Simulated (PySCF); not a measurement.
# RuSOH: structure of the doublet

Aim: relax RuSOH as a doublet from a hand-made linear geometry, check by its vibrations whether the end is a minimum, and collect its spectrum and constants.

Program: PySCF 2.14.0. Level of theory: PBE0, basis Ru def2-SVP with ECP28, S def2-SVP, O def2-SVP, H def2-SVP, scalar-relativistic core potentials, no spin–orbit coupling, density fitting. These are calculated values, not measurements.

**1. Where the work starts**

4 atoms, charge 0, spin multiplicity 2.

Bond lengths: Ru1–S2 2.080 Å, Ru1–O3 1.880 Å, O3–H4 0.960 Å. Angles: S2–Ru1–O3 180.0°, Ru1–O3–H4 130.0°.

```xyz
4
charge 0 multiplicity 2
Ru    0.0049    0.0000    0.2248
S     0.0049    0.0000   -1.8552
O     0.0049    0.0000    2.1048
H    -0.7305    0.0000    2.7219
```

**2. Linear start, doublet: relaxation**

The steps below are one call of a driver around PySCF. For each, scf.py gives the equivalent set-up of the SCF; relaxations use the driver's own optimiser. Before each start the driver seeks the lowest SCF state from one or more starting densities and follows internal instabilities, so scf.py alone need not reach the same state.

The program finds Cs symmetry in the start, which this walk keeps. Threshold on the gradient: 0.0003 Eh/bohr, with a further test on the energy change.

Contents of scf.py:

```python
from pyscf import gto, scf, dft
mol = gto.M(atom='''
Ru     0.004912     0.000000     0.224781
S      0.004912     0.000000    -1.855219
O      0.004912     0.000000     2.104781
H     -0.730488     0.000000     2.721881''',
    basis={'Ru': 'def2-SVP', 'S': 'def2-SVP', 'O': 'def2-SVP', 'H': 'def2-SVP'},
    ecp={'Ru': 'def2-SVP'},
    charge=0, spin=1)
mf = dft.UKS(mol, xc='PBE0')
mf.grids.atom_grid = (50, 194)
aux = {'Ru': 'def2-universal-JKFIT', 'S': 'def2-universal-JKFIT', 'O': 'def2-universal-JKFIT', 'H': 'def2-universal-JKFIT'}
mf = mf.density_fit(auxbasis=aux)
mf.kernel()
```

Further steps of the session: Frequencies.

**Question.** What will these runs give? Wanted: minimum; geometry; wavenumbers; dipole moment; highest occupied, lowest empty level; polar-tensor charge of Ru1; zero-point energy; atomisation energy; ⟨S²⟩.

The runs gave:

| quantity | value |
| --- | --- |
| minimum | doublet, Cs |
| geometry | O–H 0.965 Å, Ru–O 1.837 Å, Ru–S 2.040 Å; H–O–Ru 132.6°, O–Ru–S 144.4° |
| wavenumbers (cm⁻¹) | 64 (a'), 252 (a''), 536 (a'), 603 (a'), 701 (a'), 3892 (a') |
| dipole moment | 1.67 D |
| highest occupied, lowest empty level (either spin) | -6.49, -3.68 eV |
| polar-tensor charge of Ru1 | +1.05 e |
| zero-point energy | 36.2 kJ/mol |
| entropy at 298.15 K | 309.9 J/(mol K) |
| atomisation energy (no zero-point energy) | 1089 kJ/mol |
| ⟨S²⟩ | 1.308 |

**Reading.** The molecule stays Cs, as typed, and the end point is a minimum. The determinant is spin-contaminated (⟨S²⟩ = 1.31 against 0.75), so it is no pure spin state. In the infrared the band at 3892 cm⁻¹ (a') leads. Most of the spin sits on Ru1 (Mulliken spin 0.94, against 1 for the whole molecule). Other starts or spin states, not run here, may lie lower. Take wavenumbers under 90 cm⁻¹ as rough. Open d and f shells are described by one determinant, and the ground state may have another occupation or spin.
